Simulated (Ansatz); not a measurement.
# CH₇Al₂N: basis-set convergence

One table from this session's results is given with a row withheld; the runs are named, their logs left out.

Program: Ansatz 0.2.0, Gaussian basis. Level of theory: one geometry, several basis sets. These are calculated values, not measurements.

Levels to be run: PBE0-D4/def2-SVP; ωB97M-V/def2-SVP; PBE0-D4/def2-QZVPP; ωB97M-V/def2-QZVPP; the functionals' def2-TZVPP values are taken from earlier runs.

## The relaxed structure

All runs share one geometry, relaxed beforehand with PBE0-D4 in a triple-zeta def2 set.

SMILES `[CH3][AlH][NH][AlH2]`, 11 atoms, charge 0, spin multiplicity 1.

Atoms are counted from 1 here; the program's logs count them from 0.

Bond lengths: C1–Al2 1.947 Å, C1–H5 1.095 Å, C1–H6 1.095 Å, C1–H7 1.092 Å, Al2–N3 1.792 Å, Al2–H8 1.590 Å, N3–Al4 1.782 Å, N3–H9 1.014 Å, Al4–H10 1.584 Å, Al4–H11 1.586 Å. Angles: Al2–C1–H5 110.8°, Al2–C1–H6 110.8°, Al2–C1–H7 112.9°, H5–C1–H6 106.3°, H5–C1–H7 107.9°, H6–C1–H7 107.9°, C1–Al2–N3 120.3°, C1–Al2–H8 122.7°, N3–Al2–H8 117.0°, Al2–N3–Al4 131.1°, Al2–N3–H9 114.3°, Al4–N3–H9 114.7°, N3–Al4–H10 118.1°, N3–Al4–H11 119.3°, H10–Al4–H11 122.7°.

Set-up of the first run:

in.yaml

```yaml
crystal:
  periodic: [false, false, false]
  atoms:
    - {symbol: C, position_ang: [-1.188622, 1.446639, -0.289099]}
    - {symbol: Al, position_ang: [-0.971644, -0.192762, 0.738045]}
    - {symbol: N, position_ang: [0.500116, -1.195207, 0.540233]}
    - {symbol: Al, position_ang: [1.932884, -0.979071, -0.497117]}
    - {symbol: H, position_ang: [-2.093142, 1.402809, -0.904999]}
    - {symbol: H, position_ang: [-1.311085, 2.308735, 0.375113]}
    - {symbol: H, position_ang: [-0.342142, 1.648804, -0.949407]}
    - {symbol: H, position_ang: [-2.061570, -0.708019, 1.774315]}
    - {symbol: H, position_ang: [0.517685, -2.028194, 1.118363]}
    - {symbol: H, position_ang: [1.989267, 0.297881, -1.432922]}
    - {symbol: H, position_ang: [3.093653, -2.058716, -0.452025]}
basis:
  gaussian: {orbitals: def2-SVP}
hamiltonian: {xc: pbe0, dispersion: d4}
output: {orbitals: {seedname: orbitals}}
```

Started as:

```console
> ansatz run in.yaml --threads 2 --pin off --events-out ev --progress --plain --max-ram 4352MiB
```

Among the steps run: PBE0-D4 in def2-SVP; ωB97M-V in def2-SVP; PBE0-D4 in def2-QZVPP; ωB97M-V in def2-QZVPP.

One table of the session follows, with a row left open; its other results are not shown here.

It belongs to the step «Functionals by basis». 

```
functional       basis  HOMO (eV)
   PBE0-D4    def2-SVP      -7.91
   PBE0-D4  def2-TZVPP      -7.94
   PBE0-D4  def2-QZVPP      -7.95
   ωB97M-V    def2-SVP     -10.11
   ωB97M-V  def2-TZVPP     -10.17
   ωB97M-V  def2-QZVPP          ?
```

Q: Estimate the row for ωB97M-V, def2-QZVPP from the others.

The run gave: HOMO (eV): -10.18. In the column «HOMO (eV)» it is the lowest.
